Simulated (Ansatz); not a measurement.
# CH3F2NOSn: single points with varied inputs

Aim: run CH3F2NOSn under a spread of inputs, and see what each costs and gives.

Program: Ansatz 0.2.0, Gaussian basis. Level of theory: the settings change from run to run. These are calculated values, not measurements.

## (1) The geometry

The structure was relaxed beforehand with PBE0-D4 in a triple-zeta def2 set. Sn takes a core potential in def2 sets; no spin-orbit term is included.

9 atoms, charge 0, spin multiplicity 1.

Atoms are counted from 1 here; the program's logs count them from 0.

Bond lengths: N1–Sn2 2.036 Å, N1–H7 1.009 Å, N1–H8 1.009 Å, Sn2–H9 1.778 Å, O3–C4 1.175 Å, C4–F5 1.303 Å, C4–F6 1.303 Å. Angles: Sn2–N1–H7 123.3°, Sn2–N1–H8 121.7°, H7–N1–H8 110.9°, N1–Sn2–H9 90.8°, O3–C4–F5 125.8°, O3–C4–F6 125.6°, F5–C4–F6 108.5°.

## (2) HF/def2-TZVP

The input, in.yaml:

```yaml
crystal:
  periodic: [false, false, false]
  atoms:
    - {symbol: N, position_ang: [0.555240, -1.224737, 0.150463]}
    - {symbol: Sn, position_ang: [1.416344, -0.424579, -1.511620]}
    - {symbol: O, position_ang: [-0.825590, 1.450901, -0.922289]}
    - {symbol: C, position_ang: [-1.251348, 1.033161, 0.090220]}
    - {symbol: F, position_ang: [-0.821424, 1.339801, 1.281330]}
    - {symbol: F, position_ang: [-2.275140, 0.236318, 0.211942]}
    - {symbol: H, position_ang: [0.904874, -1.070485, 1.083915]}
    - {symbol: H, position_ang: [0.003005, -2.067542, 0.107609]}
    - {symbol: H, position_ang: [2.382638, 0.680963, -0.508669]}
basis:
  gaussian: {orbitals: def2-TZVP}
hamiltonian: {xc: {name: HF}}
```

Command:

```
ansatz run in.yaml --threads 4 --pin off --events-out ev --progress --plain --max-ram 10444MiB
```

Standard output:

```text
Functional definition: HF
  name "HF"
  cite "Fock, Z. Phys. 61, 126 (1930) doi:10.1007/BF01340294"
  parent pbe
  exchange = exact_x
  correlation = 0
1651 factors; their error is unknown
mean field evaluation 1: about -15811.8847 eV, gradient 5.8e1 eV
mean field evaluation 2: about -15815.4368 eV, gradient 4.0e1 eV
mean field evaluation 4: about -15818.1051 eV, gradient 1.7e0 eV
mean field evaluation 8: about -15818.1141 eV, gradient 7.1e-2 eV
mean field -15818.61069844 eV, -581.3232209284 hartree, gradient 4.8e-5 eV, S^2 0.000000; 0 other end points of the search recorded, 0 dependent functions left out
reference -15818.61069844 eV, -581.3232209284 hartree; 32, 32 occupied and 191, 191 virtual orbitals, 1651 factors
Total energy: -15818.61069844 eV, -581.3232209284 hartree
```

Wall time 1.6 s (4 threads of Intel Xeon Platinum 8259CL at 2.50GHz, shared host).

## (3) MP2/def2-TZVP

Changes to in.yaml since step 2:

```diff
@@ -15 +15,2 @@
 hamiltonian: {xc: {name: HF}}
+correlation: {method: mp2}
```

Same command.

Standard output:

```text
Functional definition: HF
  name "HF"
  cite "Fock, Z. Phys. 61, 126 (1930) doi:10.1007/BF01340294"
  parent pbe
  exchange = exact_x
  correlation = 0
1661 factors; integrals over basis functions are off by at most 1.2e-3 eV
mean field evaluation 1: about -15812.0245 eV, gradient 5.8e1 eV
mean field evaluation 2: about -15812.2587 eV, gradient 5.9e1 eV
mean field evaluation 4: about -15818.5318 eV, gradient 3.9e0 eV
mean field evaluation 8: about -15818.6089 eV, gradient 5.0e-1 eV
mean field evaluation 16: about -15818.6109 eV, gradient 2.8e-6 eV
mean field -15818.61092431 eV, -581.3232292290 hartree, gradient 2.8e-6 eV, S^2 0.000000; 0 other end points of the search recorded, 0 dependent functions left out
9 core orbitals not correlated: weight in the atoms' cores, before any rotation towards them, 1.000 or more for the frozen orbitals, at most 0.000 for the correlated occupied ones
reference -15818.61092431 eV, -581.3232292290 hartree; 23, 23 occupied and 191, 191 virtual orbitals, 1661 factors
second order -38.09402156 eV of doubles, -0.00000000 eV of singles
Total energy: -15856.70494588 eV, -582.7231587003 hartree
```

It took 4.6 s on 4 threads of Intel Xeon Platinum 8259CL at 2.50GHz, shared host; peak memory 0.6 GiB.

## (4) SVWN5/def2-mTZVPP

Set apart from the defaults: high accuracy.

Changes to in.yaml since step 3:

```diff
@@ -13,4 +13,5 @@
 basis:
-  gaussian: {orbitals: def2-TZVP}
-hamiltonian: {xc: {name: HF}}
-correlation: {method: mp2}
+  gaussian: {orbitals: def2-mTZVPP}
+hamiltonian: {xc: {name: SVWN5}}
+accuracy: high
+output: {forces: true}
```

Same command.

Standard output, cut to the lines that bear on the results:

```text
Functional definition: SVWN5
  name "SVWN5"
  cite "Dirac, Proc. Camb. Phil. Soc. 26, 376 (1930) doi:10.1017/S0305004100016108"
  cite "Slater, Phys. Rev. 81, 385 (1951) doi:10.1103/PhysRev.81.385"
  cite "Vosko, Wilk & Nusair, Can. J. Phys. 58, 1200 (1980) doi:10.1139/p80-159"
[...]
3470 factors; integrals over basis functions are off by at most 2.0e-8 eV
[...]
mean field -15813.07506050 eV, -581.1197899862 hartree, gradient 2.7e-8 eV, S^2 0.000000; 0 other end points of the search recorded, 0 dependent functions left out
[...]
reference -15813.07506449 eV, -581.1197901329 hartree; 32, 32 occupied and 134, 134 virtual orbitals, 3470 factors
Total energy: -15813.07506449 eV, -581.1197901329 hartree
Atom 0 at     0.555240    -1.224737     0.150463 Å, force     0.047995     0.340052    -0.266320 eV/Å
Atom 1 at     1.416344    -0.424579    -1.511620 Å, force    -0.099585     0.066411    -0.151696 eV/Å
Atom 2 at    -0.825590     1.450901    -0.922289 Å, force     0.296962     0.189398    -0.590161 eV/Å
Atom 3 at    -1.251348     1.033161     0.090220 Å, force     0.028122    -0.145864     0.104829 eV/Å
Atom 4 at    -0.821424     1.339801     1.281330 Å, force     0.111265     0.033304     0.356989 eV/Å
Atom 5 at    -2.275140     0.236318     0.211942 Å, force    -0.263205    -0.234637     0.078734 eV/Å
Atom 6 at     0.904874    -1.070485     1.083915 Å, force     0.176433     0.135711     0.468433 eV/Å
Atom 7 at     0.003005    -2.067542     0.107609 Å, force    -0.307902    -0.404385    -0.077049 eV/Å
Atom 8 at     2.382638     0.680963    -0.508669 Å, force     0.009916     0.020010     0.076241 eV/Å
Dipole moment:    -0.097384    -0.237886     0.277538 e Å
```

It took 9 s on 4 threads of Intel Xeon Platinum 8259CL at 2.50GHz, shared host; peak memory 0.73 GiB.

Largest force 0.687 eV/Å, dipole 1.82 D.

## (5) rPW86-PBE/STO-3G

Set apart from the defaults: the search for lower states set to off.

Changes to in.yaml since step 4:

```diff
@@ -13,5 +13,5 @@
 basis:
-  gaussian: {orbitals: def2-mTZVPP}
-hamiltonian: {xc: {name: SVWN5}}
-accuracy: high
+  gaussian: {orbitals: STO-3G}
+hamiltonian: {xc: {name: rPW86-PBE}}
+scf: {lower_state_search: off}
 output: {forces: true}
```

Same command.

Standard output, cut to the lines that bear on the results:

```text
Functional definition: rPW86-PBE
  name "rPW86-PBE"
  cite "Murray, Lee & Langreth, J. Chem. Theory Comput. 5, 2754 (2009) doi:10.1021/ct900365q"
  cite "Perdew, Burke & Ernzerhof, Phys. Rev. Lett. 77, 3865 (1996) doi:10.1103/PhysRevLett.77.3865"
  parent pbe
[...]
765 factors; integrals over basis functions are off by at most 3.0e-5 eV
[...]
mean field -172286.22556866 eV, -6331.4020098501 hartree, gradient 2.1e-6 eV, S^2 0.000000; 0 other end points of the search recorded, 0 dependent functions left out
[...]
reference -172286.22563557 eV, -6331.4020123092 hartree; 46, 46 occupied and 9, 9 virtual orbitals, 765 factors
Total energy: -172286.22563557 eV, -6331.4020123092 hartree
Atom 0 at     0.555240    -1.224737     0.150463 Å, force     1.455875     2.449596    -3.757553 eV/Å
Atom 1 at     1.416344    -0.424579    -1.511620 Å, force    -0.439461     0.209243     2.143334 eV/Å
Atom 2 at    -0.825590     1.450901    -0.922289 Å, force     4.062943     3.254099    -8.838702 eV/Å
Atom 3 at    -1.251348     1.033161     0.090220 Å, force    -1.230803    -1.160495     2.856656 eV/Å
Atom 4 at    -0.821424     1.339801     1.281330 Å, force     2.045647     1.358784     5.433728 eV/Å
Atom 5 at    -2.275140     0.236318     0.211942 Å, force    -4.635088    -3.689247     0.514876 eV/Å
Atom 6 at     0.904874    -1.070485     1.083915 Å, force     0.548808     0.113996     2.043083 eV/Å
Atom 7 at     0.003005    -2.067542     0.107609 Å, force    -1.100813    -1.730874     0.186428 eV/Å
Atom 8 at     2.382638     0.680963    -0.508669 Å, force    -0.707107    -0.805102    -0.581851 eV/Å
Dipole moment:    -0.235992    -0.210477     0.494910 e Å
Checks for a lower state left out: stability, starts, cluster_reference, orbital_swaps, neighbouring_geometries, increment
```

It took 1.9 s on 4 threads of Intel Xeon Platinum 8259CL at 2.50GHz, shared host.

Largest force 10.258 eV/Å, dipole 2.82 D.

## (6) B97/def2-mTZVP

Changes to in.yaml since step 5:

```diff
@@ -13,5 +13,3 @@
 basis:
-  gaussian: {orbitals: STO-3G}
-hamiltonian: {xc: {name: rPW86-PBE}}
-scf: {lower_state_search: off}
-output: {forces: true}
+  gaussian: {orbitals: def2-mTZVP}
+hamiltonian: {xc: {name: B97}}
```

Same command.

Standard output, cut to the lines that bear on the results:

```text
Functional definition: B97
  name "B97"
  cite "Becke, J. Chem. Phys. 107, 8554 (1997) doi:10.1063/1.475007"
[...]
      + integral(e_c_pw_opposite_spin*poly(b97_u_opposite, cos0, cos1, cos2))
1283 factors; their error is unknown
[...]
mean field -15889.29330522 eV, -583.9207588168 hartree, gradient 4.5e-5 eV, S^2 0.000000; 0 other end points of the search recorded, 0 dependent functions left out
reference -15889.29333276 eV, -583.9207598289 hartree; 32, 32 occupied and 113, 113 virtual orbitals, 1283 factors
Total energy: -15889.29333276 eV, -583.9207598289 hartree
```

Run time: 3.7 s. Hardware: 4 threads of Intel Xeon Platinum 8259CL at 2.50GHz, shared host.

## (7) B97/ANO-RCC-VTZP

Changes to in.yaml since step 6:

```diff
@@ -13,3 +13,4 @@
 basis:
-  gaussian: {orbitals: def2-mTZVP}
+  gaussian: {orbitals: ANO-RCC-VTZP}
 hamiltonian: {xc: {name: B97}}
+output: {forces: true}
```

The command is unchanged.

Standard output, cut to the lines that bear on the results:

```text
Functional definition: B97
  name "B97"
  cite "Becke, J. Chem. Phys. 107, 8554 (1997) doi:10.1063/1.475007"
[...]
      + integral(e_c_pw_opposite_spin*poly(b97_u_opposite, cos0, cos1, cos2))
2031 factors; their error is unknown
[...]
mean field -178133.55655814 eV, -6546.2874602505 hartree, gradient 1.8e-5 eV, S^2 0.000000; 0 other end points of the search recorded, 0 dependent functions left out
[...]
reference -178133.55660927 eV, -6546.2874621292 hartree; 46, 46 occupied and 214, 214 virtual orbitals, 2031 factors
Total energy: -178133.55660927 eV, -6546.2874621292 hartree
Relativity: scalar
Atom 0 at     0.555240    -1.224737     0.150463 Å, force    -0.056662    -0.105868     0.145372 eV/Å
Atom 1 at     1.416344    -0.424579    -1.511620 Å, force     0.141588     0.020023    -0.314038 eV/Å
Atom 2 at    -0.825590     1.450901    -0.922289 Å, force     0.134714     0.192334    -0.394414 eV/Å
Atom 3 at    -1.251348     1.033161     0.090220 Å, force    -0.047179     0.038325     0.031755 eV/Å
Atom 4 at    -0.821424     1.339801     1.281330 Å, force     0.124805     0.118357     0.368603 eV/Å
Atom 5 at    -2.275140     0.236318     0.211942 Å, force    -0.336345    -0.238549     0.028727 eV/Å
Atom 6 at     0.904874    -1.070485     1.083915 Å, force     0.009271    -0.019768     0.065899 eV/Å
Atom 7 at     0.003005    -2.067542     0.107609 Å, force    -0.026076    -0.061724     0.024865 eV/Å
Atom 8 at     2.382638     0.680963    -0.508669 Å, force     0.055886     0.056870     0.043232 eV/Å
Dipole moment:    -0.119539    -0.233938     0.205983 e Å
```

It took 24 s on 4 threads of Intel Xeon Platinum 8259CL at 2.50GHz, shared host; peak memory 1.4 GiB.

Largest force 0.459 eV/Å, dipole 1.60 D.

## (8) r2SCANh/def2-mTZVP

This run has D3(BJ) dispersion, relativity set to scalar.

Changes to in.yaml since step 7:

```diff
@@ -13,4 +13,4 @@
 basis:
-  gaussian: {orbitals: ANO-RCC-VTZP}
-hamiltonian: {xc: {name: B97}}
+  gaussian: {orbitals: def2-mTZVP}
+hamiltonian: {xc: {name: r2SCANh}, dispersion: d3bj, pseudopotentials: {relativity: scalar}}
 output: {forces: true}
```

Same command.

Standard output, cut to the lines that bear on the results:

```text
Warning: the engine holds no damping parameters fitted to this dispersion correction and functional, so the run takes those fitted to r2scanh beside the three-body term, which d3bj leaves out (hamiltonian.dispersion, under Limitations)
Functional definition: r2SCANh
  name "r2SCANh"
  cite "Bursch, Neugebauer, Ehlert & Grimme, J. Chem. Phys. 156, 134105 (2022) doi:10.1063/5.0086040"
  cite "Furness, Kaplan, Ning, Perdew & Sun, J. Phys. Chem. Lett. 11, 8208 (2020) doi:10.1021/acs.jpclett.0c02405"
  cite "Furness, Kaplan, Ning, Perdew & Sun, J. Phys. Chem. Lett. 11, 9248 (2020) doi:10.1021/acs.jpclett.0c03077"
  parent r2scan
[...]
1269 factors; their error is unknown
[...]
mean field -15895.59570266 eV, -584.1523676510 hartree, gradient 2.0e-5 eV, S^2 0.000000; 0 other end points of the search recorded, 0 dependent functions left out
[...]
reference -15895.59571479 eV, -584.1523680967 hartree; 32, 32 occupied and 113, 113 virtual orbitals, 1269 factors
Total energy: -15895.65634018 eV, -584.1545960386 hartree
Relativity: scalar
Atom 0 at     0.555240    -1.224737     0.150463 Å, force    -0.072293     0.090078     0.032555 eV/Å
Atom 1 at     1.416344    -0.424579    -1.511620 Å, force     0.051517     0.030416    -0.226177 eV/Å
Atom 2 at    -0.825590     1.450901    -0.922289 Å, force     0.175592     0.151964    -0.389408 eV/Å
Atom 3 at    -1.251348     1.033161     0.090220 Å, force     0.030681    -0.034254    -0.009145 eV/Å
Atom 4 at    -0.821424     1.339801     1.281330 Å, force     0.113990     0.067655     0.347333 eV/Å
Atom 5 at    -2.275140     0.236318     0.211942 Å, force    -0.284738    -0.228059     0.054625 eV/Å
Atom 6 at     0.904874    -1.070485     1.083915 Å, force     0.010490    -0.025515     0.099456 eV/Å
Atom 7 at     0.003005    -2.067542     0.107609 Å, force    -0.041152    -0.082840     0.038113 eV/Å
Atom 8 at     2.382638     0.680963    -0.508669 Å, force     0.015912     0.030556     0.052648 eV/Å
Dipole moment:    -0.125101    -0.250546     0.231737 e Å
```

Wall time 3.7 s (4 threads of Intel Xeon Platinum 8259CL at 2.50GHz, shared host).

Largest force 0.453 eV/Å, dipole 1.75 D.

## (9) B3LYP/def2-TZVPD

This run has atoms shaken by 0.08 Å, density fitting with def2-universal-jkfit, D3(BJ) with three-body dispersion.

The input, in.yaml:

```yaml
crystal:
  periodic: [false, false, false]
  atoms:
    - {symbol: N, position_ang: [0.564394, -1.148360, 0.177085]}
    - {symbol: Sn, position_ang: [1.433662, -0.523885, -1.643968]}
    - {symbol: O, position_ang: [-0.634555, 1.433826, -0.892870]}
    - {symbol: C, position_ang: [-1.159914, 0.889558, 0.194456]}
    - {symbol: F, position_ang: [-0.750859, 1.447170, 1.302460]}
    - {symbol: F, position_ang: [-2.090749, 0.050059, 0.139194]}
    - {symbol: H, position_ang: [0.808807, -1.058159, 1.179172]}
    - {symbol: H, position_ang: [0.041901, -1.967827, 0.035617]}
    - {symbol: H, position_ang: [2.435429, 0.711739, -0.490773]}
basis:
  gaussian: {orbitals: def2-TZVPD, fitting: {mean_field: def2-universal-jkfit}}
hamiltonian: {xc: {name: B3LYP}, dispersion: d3bjatm}
output: {forces: true}
```

Launched as before.

Standard output, cut to the lines that bear on the results:

```text
Functional definition: B3LYP
  name "B3LYP"
  cite "Stephens, Devlin, Chabalowski & Frisch, J. Phys. Chem. 98, 11623 (1994) doi:10.1021/j100096a001"
  cite "Becke, Phys. Rev. A 38, 3098 (1988) doi:10.1103/PhysRevA.38.3098"
  cite "Lee, Yang & Parr, Phys. Rev. B 37, 785 (1988) doi:10.1103/PhysRevB.37.785"
  cite "Vosko, Wilk & Nusair, Can. J. Phys. 58, 1200 (1980) doi:10.1139/p80-159"
[...]
655 factors; integrals over basis functions are off by at most 1.6e0 eV
[...]
mean field -15893.41616567 eV, -584.0722711441 hartree, gradient 7.1e-5 eV, S^2 0.000000; 0 other end points of the search recorded, 0 dependent functions left out
[...]
reference -15893.41646747 eV, -584.0722822350 hartree; 32, 32 occupied and 245, 245 virtual orbitals, 655 factors
Total energy: -15893.78173653 eV, -584.0857056252 hartree
Atom 0 at     0.564394    -1.148360     0.177085 Å, force     0.635340     0.829378     0.397552 eV/Å
Atom 1 at     1.433662    -0.523885    -1.643968 Å, force     0.467462     1.208089     1.978375 eV/Å
Atom 2 at    -0.634555     1.433826    -0.892870 Å, force    -3.064148    -3.240777     5.106877 eV/Å
Atom 3 at    -1.159914     0.889558     0.194456 Å, force     5.532709     5.508673    -7.579354 eV/Å
Atom 4 at    -0.750859     1.447170     1.302460 Å, force    -1.327553    -1.471550     0.773275 eV/Å
Atom 5 at    -2.090749     0.050059     0.139194 Å, force    -1.057831    -0.821237     1.382975 eV/Å
Atom 6 at     0.808807    -1.058159     1.179172 Å, force     0.130109     0.011922    -1.146075 eV/Å
Atom 7 at     0.041901    -1.967827     0.035617 Å, force    -0.869403    -1.281287     0.153032 eV/Å
Atom 8 at     2.435429     0.711739    -0.490773 Å, force    -0.446685    -0.743211    -1.066657 eV/Å
Dipole moment:    -0.254623    -0.479627     0.124734 e Å
```

Wall time 4.7 s (4 threads of Intel Xeon Platinum 8259CL at 2.50GHz, shared host); peak memory 0.52 GiB.

Largest force 10.881 eV/Å, dipole 2.68 D.

## (10) PBEsol/def2-TZVP

This run has charge +1, multiplicity 2, the search for lower states set to full.

The input, in.yaml:

```yaml
crystal:
  periodic: [false, false, false]
  atoms:
    - {symbol: N, position_ang: [0.555240, -1.224737, 0.150463]}
    - {symbol: Sn, position_ang: [1.416344, -0.424579, -1.511620]}
    - {symbol: O, position_ang: [-0.825590, 1.450901, -0.922289]}
    - {symbol: C, position_ang: [-1.251348, 1.033161, 0.090220]}
    - {symbol: F, position_ang: [-0.821424, 1.339801, 1.281330]}
    - {symbol: F, position_ang: [-2.275140, 0.236318, 0.211942]}
    - {symbol: H, position_ang: [0.904874, -1.070485, 1.083915]}
    - {symbol: H, position_ang: [0.003005, -2.067542, 0.107609]}
    - {symbol: H, position_ang: [2.382638, 0.680963, -0.508669]}
basis:
  gaussian: {orbitals: def2-TZVP}
total_charge: 1
magnetization: {spin_polarized: true, initial_magnetization: 1}
hamiltonian: {xc: {name: PBEsol}}
scf: {lower_state_search: full}
output: {forces: true}
```

Same command.

Standard output, cut to the lines that bear on the results:

```text
Functional definition: PBEsol
  name "PBEsol"
  cite "Perdew et al., Phys. Rev. Lett. 100, 136406 (2008) doi:10.1103/PhysRevLett.100.136406"
  cite "Perdew, Burke & Ernzerhof, Phys. Rev. Lett. 77, 3865 (1996) doi:10.1103/PhysRevLett.77.3865"
  parent pbesol
[...]
1318 factors; their error is unknown
[...]
mean field -15835.03778438 eV, -581.9269052019 hartree, gradient 7.0e-6 eV, S^2 0.754007; 7 other end points of the search recorded, 0 dependent functions left out
[...]
reference -15835.03782609 eV, -581.9269067345 hartree; 32, 31 occupied and 191, 192 virtual orbitals, 1318 factors
Total energy: -15835.03782609 eV, -581.9269067345 hartree
Atom 0 at     0.555240    -1.224737     0.150463 Å, force    -0.107045     0.280269    -1.491035 eV/Å
Atom 1 at     1.416344    -0.424579    -1.511620 Å, force    -0.364934     0.034233     1.418456 eV/Å
Atom 2 at    -0.825590     1.450901    -0.922289 Å, force     1.151823     0.198052    -1.643327 eV/Å
Atom 3 at    -1.251348     1.033161     0.090220 Å, force    -1.007805    -0.237805     1.273292 eV/Å
Atom 4 at    -0.821424     1.339801     1.281330 Å, force     0.255309     0.102818     0.331103 eV/Å
Atom 5 at    -2.275140     0.236318     0.211942 Å, force    -0.193739    -0.251545    -0.050032 eV/Å
Atom 6 at     0.904874    -1.070485     1.083915 Å, force     0.679358     0.014406     0.549338 eV/Å
Atom 7 at     0.003005    -2.067542     0.107609 Å, force    -0.532588    -0.488807     0.030637 eV/Å
Atom 8 at     2.382638     0.680963    -0.508669 Å, force     0.119621     0.348380    -0.418431 eV/Å
Dipole moment:     0.630235    -0.591595    -0.105930 e Å
```

Wall time 18 s (4 threads of Intel Xeon Platinum 8259CL at 2.50GHz, shared host); peak memory 0.69 GiB.

Largest force 2.017 eV/Å, ⟨S²⟩ 0.754.

## (11) All runs side by side

```
             level  charge  multiplicity  geometry  functions  energy (eV)   time
      HF/def2-TZVP       0             1   relaxed        223   -15818.611  1.6 s
     MP2/def2-TZVP       0             1   relaxed        223   -15856.705  4.6 s
 SVWN5/def2-mTZVPP       0             1   relaxed        166   -15813.075    9 s
  rPW86-PBE/STO-3G       0             1   relaxed         55  -172286.226  1.9 s
    B97/def2-mTZVP       0             1   relaxed        145   -15889.293  3.7 s
  B97/ANO-RCC-VTZP       0             1   relaxed        260  -178133.557   24 s
r2SCANh/def2-mTZVP       0             1   relaxed        145   -15895.656  3.7 s
  B3LYP/def2-TZVPD       0             1    shaken        277   -15893.782  4.7 s
  PBEsol/def2-TZVP       1             2   relaxed        223   -15835.038   18 s
```

## (12) Outcome

| quantity | value |
| --- | --- |
| runs | 9 |
| quickest | HF/def2-TZVP, 1.6 s |
| slowest | B97/ANO-RCC-VTZP, 24 s |
| spread of total energies, same state and geometry | 162320.5 eV |
| dipole, same state and geometry | 1.60 to 2.82 D |

In words: B97/ANO-RCC-VTZP took 14 times as long as HF/def2-TZVP. The jobs differ in tasks and options as well as level. The totals spread over 162320 eV; they can't be compared across methods or bases. Some of these runs are scalar-relativistic and others not, which shifts the totals of all-electron atoms past neon by several eV an atom and more; core potentials, where a basis has them, take the core out of the total altogether. At the PBE0-D4/def2-TZVP geometry and in the same state, the sound runs without point charges leave forces up to 10.26 eV/Å (rPW86-PBE/STO-3G), against 10.9 eV/Å where the atoms were moved. At that geometry and state the dipole changes by 76 % between the lowest and highest value.
